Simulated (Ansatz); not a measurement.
# NOF (nitrosyl fluoride) at MP2/STO-3G

What is the electronic atomisation energy of NOF (nitrosyl fluoride) at MP2/STO-3G? 

The calculation is run with Ansatz 0.2.0.

66 further runs of the same task are left out: 15 that didn't finish, 51 set aside as unsound or not needed.

## 1. Starting point

NOF has 3 atoms, charge 0, and is taken as a singlet. SMILES: `O=NF`. The coordinates come from a GFN2-xTB relaxation.

Bond lengths: O1–N2 1.139 Å, N2–F3 1.492 Å. Angles: O1–N2–F3 111.3°.

## 2. A single-point energy at MP2/STO-3G

Input file input.yaml:

```yaml
crystal:
  periodic: [false, false, false]
  atoms:
    - {symbol: O, position_ang: [0.881240, 0.243070, 0.511850]}
    - {symbol: "N", position_ang: [0.147270, -0.481640, 0.029090]}
    - {symbol: F, position_ang: [-1.028520, 0.238580, -0.540950]}
basis:
  gaussian: {orbitals: STO-3G}
accuracy: high
correlation: {method: mp2, frozen_orbitals: {F: 1, "N": 1, O: 1}}
```

Started as:

```sh
ansatz run input.yaml --threads 1 --pin off --max-ram 2610MiB --events-out events.jsonl --progress --plain --runs-dir runs
```

What it wrote:

```text
Warning: RAYON_NUM_THREADS=1 ignored (pool sized by the plan → 1); use --threads N
Functional definition: HF
  name "HF"
  exchange = exact_x
  correlation = 0
251 factors; integrals over basis functions are off by at most 3.5e-8 eV
mean field evaluation 1: about -6132.4939 eV, gradient 2.8e1 eV
mean field evaluation 2: about -6132.6365 eV, gradient 2.8e1 eV
mean field evaluation 4: about -6136.1081 eV, gradient 2.9e0 eV
mean field evaluation 8: about -6136.2225 eV, gradient 1.7e-1 eV
mean field -6136.22262233 eV, -225.5020220896 hartree, gradient 1.1e-8 eV, S^2 0.000000; 0 other end points of the search recorded, 0 dependent functions left out; unrestricted orbitals would lower it
mean field evaluation 16: about -6135.8978 eV, gradient 2.0e0 eV
3 core orbitals not correlated: weight in the atoms' cores, before any rotation towards them, 1.000 or more for the frozen orbitals, at most 0.000 for the correlated occupied ones
reference -6136.22262233 eV, -225.5020220896 hartree; 9, 9 occupied and 3, 3 virtual orbitals, 251 factors
second order -4.05791165 eV of doubles, -0.00000000 eV of singles
Total energy: -6140.28053398 eV, -225.6511475922 hartree
```

It took 0.08 s on 1 thread of Arm Neoverse V1, shared host.

## 3. The F atom

Input file molecule.yaml:

```yaml
crystal:
  periodic: [false, false, false]
  atoms:
    - {symbol: F, position_ang: [0.000000, 0.000000, 0.000000]}
basis:
  gaussian: {orbitals: STO-3G}
correlation: {method: mp2, frozen_orbitals: {F: 1}}
magnetization: {spin_polarized: true, initial_magnetization: 1}
accuracy: high
```

Run the same way, it converges to -97.98651 Eh (log not shown).

## 4. The N atom at the same level

Input file molecule.yaml:

```yaml
crystal:
  periodic: [false, false, false]
  atoms:
    - {symbol: "N", position_ang: [0.000000, 0.000000, 0.000000]}
basis:
  gaussian: {orbitals: STO-3G}
magnetization: {spin_polarized: true, initial_magnetization: 3}
correlation: {method: mp2, frozen_orbitals: {"N": 1}}
accuracy: high
```

Run the same way, it converges to -53.71901 Eh (log not shown).

## 5. The O atom, same level

Input file in.yaml:

```yaml
basis:
  gaussian:
    orbitals: STO-3G
crystal:
  periodic: [false, false, false]
  atoms:
    - symbol: O
      position_ang: [0.000000, 0.000000, 0.000000]
magnetization:
  spin_polarized: true
  initial_magnetization: 2
correlation:
  method: mp2
  frozen_orbitals: {O: 1}
accuracy: high
```

Started as:

```sh
ansatz run in.yaml --threads 1 --pin off --max-ram 2610MiB --events-out events.jsonl --progress --plain --runs-dir runs
```

What it wrote:

```text
Warning: RAYON_NUM_THREADS=1 ignored (pool sized by the plan → 1); use --threads N
Functional definition: HF
  name "HF"
  exchange = exact_x
  correlation = 0
15 factors; integrals over basis functions are off by at most 1.1e-9 eV
mean field evaluation 1: about -2008.3132 eV, gradient 1.7e-14 eV
mean field evaluation 2: about -2008.3132 eV, gradient 0.0e0 eV
mean field -2008.31323932 eV, -73.8041502613 hartree, gradient 0.0e0 eV, S^2 2.000000; 2 other end points of the search recorded, 0 dependent functions left out
1 core orbitals not correlated: weight in the atoms' cores, before any rotation towards them, 1.000 or more for the frozen orbitals, at most 0.000 for the correlated occupied ones
reference -2008.31323932 eV, -73.8041502613 hartree; 4, 2 occupied and 0, 2 virtual orbitals, 15 factors
second order 0.00000000 eV of doubles, 0.00000000 eV of singles
Total energy: -2008.31323932 eV, -73.8041502613 hartree
```

Wall time 0.04 s (1 thread of Arm Neoverse V1, shared host).

## 6. What came out

At MP2/STO-3G, 3 core orbitals frozen:

| quantity | value |
| --- | --- |
| molecule: total energy | -225.65115 Eh |
| molecule: correlation energy (3 core orbitals frozen) | -149.1 mEh |
| F atom: total energy | -97.98651 Eh |
| F atom: correlation energy (1 core orbital frozen) | 0.0 mEh |
| F atom: ⟨S²⟩ of the reference determinant | 0.750 |
| N atom: total energy | -53.71901 Eh |
| N atom: correlation energy (1 core orbital frozen) | 0.0 mEh |
| N atom: ⟨S²⟩ of the reference determinant | 3.750 |
| O atom: total energy | -73.80415 Eh |
| O atom: correlation energy (1 core orbital frozen) | 0.0 mEh |
| O atom: ⟨S²⟩ of the reference determinant | 2.000 |
| electronic atomisation energy | 3.850 eV |

**Reading.** Taking the molecule apart into free atoms costs 3.85 eV (371 kJ/mol), before zero-point energy and without spin-orbit coupling. In a minimal basis such a difference can be off by several eV, whatever the method. The restricted solution (molecule) is unstable to spin breaking: an unrestricted one lies lower.
